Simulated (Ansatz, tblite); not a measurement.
**Sn(NMe2)Me3 (C5H15NSn): charged states by level of theory**

What does removing an electron cost or gain for Sn(NMe2)Me3 (C5H15NSn)? Each charged state is run at several levels.

Method: as each input shows; program: Ansatz 0.2.0, Gaussian basis.

Levels to be run: charge +1 doublet, at the geometry of the singlet (PBE0-D4/def2-TZVP, PBE-D4/def2-TZVP, revPBE-D4/def2-TZVP); the starting singlet's energies come from earlier runs.

3 further runs of the same task are left out: 3 set aside as unsound or not needed.

## Step 1: The geometry

The geometry is that of the singlet, from an earlier relaxation (PBE0-D4/def2-SVP).

22 atoms, charge 0, spin multiplicity 1.

Atoms are counted from 1 here; the program's logs count them from 0.

Bond lengths: Sn1–N2 2.057 Å, Sn1–C11 2.160 Å, Sn1–C15 2.149 Å, Sn1–C19 2.149 Å, N2–C3 1.436 Å, N2–C4 1.437 Å, C3–H5 1.109 Å, C3–H6 1.103 Å, C3–H7 1.115 Å, C4–H8 1.103 Å, C4–H9 1.115 Å, C4–H10 1.109 Å, C11–H12 1.100 Å, C11–H13 1.100 Å, C11–H14 1.100 Å, C15–H16 1.100 Å, C15–H17 1.100 Å, C15–H18 1.100 Å and more. Angles: N2–Sn1–C11 111.5°, N2–Sn1–C15 105.3°, N2–Sn1–C19 105.4°, C11–Sn1–C15 110.8°, C11–Sn1–C19 111.0°, C15–Sn1–C19 112.6°, Sn1–N2–C3 118.8°, Sn1–N2–C4 119.1°, C3–N2–C4 113.1°, N2–C3–H5 110.9°, N2–C3–H6 111.0°, N2–C3–H7 114.3°, H5–C3–H6 106.7°, H5–C3–H7 106.4°, H6–C3–H7 107.3°, N2–C4–H8 111.0°, N2–C4–H9 114.3°, N2–C4–H10 110.8° and more.

As a file:

```mol
C5H15NSn
  3D, bonds by distance, orders not assigned

 22 21  0  0  0  0  0  0  0  0999 V2000
   -0.0578    0.0035   -0.7651 Sn  0  0
   -0.2910    0.0147    1.2783 N   0  0
    0.0803    1.1928    2.0114 C   0  0
   -0.0719   -1.2002    2.0134 C   0  0
   -0.4877    1.2619    2.9613 H   0  0
   -0.1517    2.1053    1.4372 H   0  0
    1.1595    1.2397    2.2866 H   0  0
   -0.4143   -2.0772    1.4396 H   0  0
    0.9924   -1.3814    2.2925 H   0  0
   -0.6471   -1.1964    2.9617 H   0  0
    2.0275   -0.0687   -1.3228 C   0  0
    2.4929   -0.9890   -0.9414 H   0  0
    2.5630    0.7968   -0.9066 H   0  0
    2.1298   -0.0509   -2.4182 H   0  0
   -0.9687    1.8257   -1.4501 C   0  0
   -1.0927    1.7999   -2.5430 H   0  0
   -0.3484    2.6964   -1.1917 H   0  0
   -1.9578    1.9428   -0.9834 H   0  0
   -1.0988   -1.7482   -1.4481 C   0  0
   -1.2335   -1.7063   -2.5388 H   0  0
   -2.0881   -1.8011   -0.9712 H   0  0
   -0.5358   -2.6600   -1.2018 H   0  0
  1  2  8  0
  1 11  8  0
  1 15  8  0
  1 19  8  0
  2  3  8  0
  2  4  8  0
  3  5  8  0
  3  6  8  0
  3  7  8  0
  4  8  8  0
  4  9  8  0
  4 10  8  0
 11 12  8  0
 11 13  8  0
 11 14  8  0
 15 16  8  0
 15 17  8  0
 15 18  8  0
 19 20  8  0
 19 21  8  0
 19 22  8  0
M  END
```

Sn takes a core potential in the def2 sets. No spin-orbit coupling is included.

## Step 2: Charge +1 doublet at the fixed geometry, PBE0-D4/def2-TZVP

in.yaml reads:

```yaml
crystal:
  periodic: [false, false, false]
  atoms:
    - {symbol: Sn, position_ang: [-0.057841, 0.003468, -0.765055]}
    - {symbol: N, position_ang: [-0.291028, 0.014676, 1.278343]}
    - {symbol: C, position_ang: [0.080252, 1.192774, 2.011390]}
    - {symbol: C, position_ang: [-0.071878, -1.200225, 2.013446]}
    - {symbol: H, position_ang: [-0.487655, 1.261884, 2.961340]}
    - {symbol: H, position_ang: [-0.151748, 2.105328, 1.437207]}
    - {symbol: H, position_ang: [1.159506, 1.239681, 2.286625]}
    - {symbol: H, position_ang: [-0.414265, -2.077239, 1.439562]}
    - {symbol: H, position_ang: [0.992392, -1.381378, 2.292510]}
    - {symbol: H, position_ang: [-0.647098, -1.196355, 2.961707]}
    - {symbol: C, position_ang: [2.027489, -0.068690, -1.322781]}
    - {symbol: H, position_ang: [2.492867, -0.988999, -0.941358]}
    - {symbol: H, position_ang: [2.563045, 0.796837, -0.906587]}
    - {symbol: H, position_ang: [2.129833, -0.050939, -2.418174]}
    - {symbol: C, position_ang: [-0.968693, 1.825710, -1.450136]}
    - {symbol: H, position_ang: [-1.092720, 1.799938, -2.543041]}
    - {symbol: H, position_ang: [-0.348428, 2.696377, -1.191690]}
    - {symbol: H, position_ang: [-1.957756, 1.942752, -0.983370]}
    - {symbol: C, position_ang: [-1.098799, -1.748217, -1.448084]}
    - {symbol: H, position_ang: [-1.233546, -1.706348, -2.538796]}
    - {symbol: H, position_ang: [-2.088136, -1.801069, -0.971242]}
    - {symbol: H, position_ang: [-0.535784, -2.659987, -1.201787]}
basis:
  gaussian: {orbitals: def2-TZVP}
total_charge: 1
magnetization: {spin_polarized: true, initial_magnetization: 1}
hamiltonian: {xc: pbe0, dispersion: d4}
scf: {omitted_lower_state_checks: [starts]}
output: {orbitals: {seedname: orbitals}}
```

On the command line:

```sh
$ ansatz run in.yaml --threads 2 --pin off --events-out ev --progress --plain --max-ram 22528MiB --backend cuda --devices 0, --max-vram 18GiB
```

Log:

```text
Functional definition: PBE0
  name "PBE0"
  cite "Adamo & Barone, J. Chem. Phys. 110, 6158 (1999) doi:10.1063/1.478522"
  cite "Perdew, Burke & Ernzerhof, Phys. Rev. Lett. 77, 3865 (1996) doi:10.1103/PhysRevLett.77.3865"
  parent pbe
  parameter a = 0.25
  parameter kappa = 0.804
  parameter beta = 0.06672455060314922
  exchange = (1 - a)*pbe_x(kappa = kappa, mu = beta*pi^2/3) + a*exact_x
  correlation = pbe_c(beta = beta)
these checks for a lower state are left out or cut short: starts
2176 factors; their error is unknown
mean field evaluation 1: about -12713.5086 eV, gradient 7.4e1 eV
mean field evaluation 2: about -12707.2394 eV, gradient 7.8e1 eV
mean field evaluation 4: about -12737.9973 eV, gradient 5.9e0 eV
mean field evaluation 8: about -12738.1381 eV, gradient 1.9e-1 eV
mean field evaluation 16: about -12738.1813 eV, gradient 5.2e-3 eV
mean field -12738.18129086 eV, -468.1195281898 hartree, gradient 6.1e-5 eV, S^2 0.756992; 0 other end points of the search recorded, 0 dependent functions left out
reference -12738.18133112 eV, -468.1195296691 hartree; 37, 36 occupied and 289, 290 virtual orbitals, 2176 factors
Total energy: -12738.59368148 eV, -468.1346832653 hartree
Checks for a lower state left out: starts
```

Run time: 2.6 s. Hardware: 1 × H100 (card shared with other runs) with 2 threads of AMD EPYC 7R13, shared host; peak host memory 0.94 GiB.

From the report: HOMO -12.03 eV, LUMO -8.94 eV (over both spins); ⟨S²⟩ 0.757 (pure: 0.75).

## Step 3: Charge +1 doublet at the fixed geometry, PBE-D4/def2-TZVP

start.molden holds the orbitals of an earlier run on this state, given as this run's starting guess.

Changes to in.yaml since step 2:

```diff
@@ -26,6 +26,6 @@
 basis:
-  gaussian: {orbitals: def2-TZVP}
+  gaussian: {orbitals: def2-TZVP, initial_orbitals: start.molden}
 total_charge: 1
 magnetization: {spin_polarized: true, initial_magnetization: 1}
-hamiltonian: {xc: pbe0, dispersion: d4}
+hamiltonian: {xc: pbe, dispersion: d4}
 scf: {omitted_lower_state_checks: [starts]}
```

The command is unchanged.

Log:

```text
Functional definition: PBE
  name "PBE"
  cite "Perdew, Burke & Ernzerhof, Phys. Rev. Lett. 77, 3865 (1996) doi:10.1103/PhysRevLett.77.3865"
  parent pbe
  parameter kappa = 0.804
  parameter beta = 0.06672455060314922
  exchange = pbe_x(kappa = kappa, mu = beta*pi^2/3)
  correlation = pbe_c(beta = beta)
these checks for a lower state are left out or cut short: starts
2103 factors; their error is unknown
mean field evaluation 1: about -12736.6616 eV, gradient 7.6e0 eV
mean field evaluation 2: about -12736.8622 eV, gradient 3.2e-1 eV
mean field evaluation 4: about -12736.8034 eV, gradient 3.9e-2 eV
mean field evaluation 8: about -12736.8034 eV, gradient 2.0e-5 eV
mean field -12736.80341895 eV, -468.0688923308 hartree, gradient 2.0e-5 eV, S^2 0.753769; 0 other end points of the search recorded, 0 dependent functions left out
reference -12736.80347289 eV, -468.0688943134 hartree; 37, 36 occupied and 289, 290 virtual orbitals, 2103 factors
Total energy: -12737.28027722 eV, -468.0864165492 hartree
Checks for a lower state left out: starts
```

It took 2.6 s on 1 × H100 (card shared with other runs) with 2 threads of AMD EPYC 7R13, shared host; peak host memory 0.89 GiB.

Report: HOMO -10.92 eV, LUMO -9.94 eV (over both spins); ⟨S²⟩ 0.754 (pure: 0.75).

## Step 4: Charge +1 doublet at the fixed geometry, revPBE-D4/def2-TZVP

Changes to in.yaml since step 3:

```diff
@@ -29,3 +29,3 @@
 magnetization: {spin_polarized: true, initial_magnetization: 1}
-hamiltonian: {xc: pbe, dispersion: d4}
+hamiltonian: {xc: {name: revPBE}, dispersion: d4}
 scf: {omitted_lower_state_checks: [starts]}
```

Launched as before.

Log:

```text
Functional definition: revPBE
  name "revPBE"
  cite "Zhang & Yang, Phys. Rev. Lett. 80, 890 (1998) doi:10.1103/PhysRevLett.80.890"
  cite "Perdew, Burke & Ernzerhof, Phys. Rev. Lett. 77, 3865 (1996) doi:10.1103/PhysRevLett.77.3865"
  parameter kappa = 1.245
  parameter beta = 0.06672455060314922
  exchange = pbe_x(kappa = kappa, mu = beta*pi^2/3)
  correlation = pbe_c(beta = beta)
these checks for a lower state are left out or cut short: starts
2103 factors; their error is unknown
mean field evaluation 1: about -12745.6251 eV, gradient 8.2e0 eV
mean field evaluation 2: about -12745.7912 eV, gradient 3.0e-1 eV
mean field evaluation 4: about -12745.7321 eV, gradient 4.4e-2 eV
mean field evaluation 8: about -12745.7321 eV, gradient 2.2e-5 eV
mean field -12745.73209209 eV, -468.3970150167 hartree, gradient 2.2e-5 eV, S^2 0.754056; 0 other end points of the search recorded, 0 dependent functions left out
reference -12745.73215985 eV, -468.3970175068 hartree; 37, 36 occupied and 289, 290 virtual orbitals, 2103 factors
Total energy: -12747.06035490 eV, -468.4458277747 hartree
Checks for a lower state left out: starts
```

Wall time 3.1 s (1 × H100 (card shared with other runs) with 2 threads of AMD EPYC 7R13, shared host); peak host memory 0.89 GiB.

Report: HOMO -10.85 eV, LUMO -9.87 eV (over both spins); ⟨S²⟩ 0.754 (pure: 0.75).

## Step 5: Vertical ionisation energy

Charged state less starting state, singlet to doublet; the starting state's energies are those of its earlier runs.

```csv
level,vertical ionisation energy (eV),time
PBE-D4/def2-TZVP,+7.23,4.9 s
revPBE-D4/def2-TZVP,+7.27,5.5 s
PBE0-D4/def2-TZVP,+7.33,5 s
```

Times add the two runs; a level without a time comes out of a correlated run.

Beside −ε(HOMO) of the starting state:

```csv
level,−ε(HOMO) (eV),by difference (eV),mismatch (eV)
PBE-D4/def2-TZVP,4.32,7.23,-2.91
revPBE-D4/def2-TZVP,4.27,7.27,-2.99
PBE0-D4/def2-TZVP,5.60,7.33,-1.73
```

## Step 6: Summary of results

```
                                            quantity                               value
vertical ionisation energy, functionals in def2-TZVP  7.23 (PBE-D4) to 7.33 eV (PBE0-D4)
```

The vertical ionisation energy spans 7.23 to 7.33 eV over the functionals. −ε(HOMO) misses the level's own difference by -1.73 eV at best (PBE0-D4) and -2.99 eV at worst (revPBE-D4).
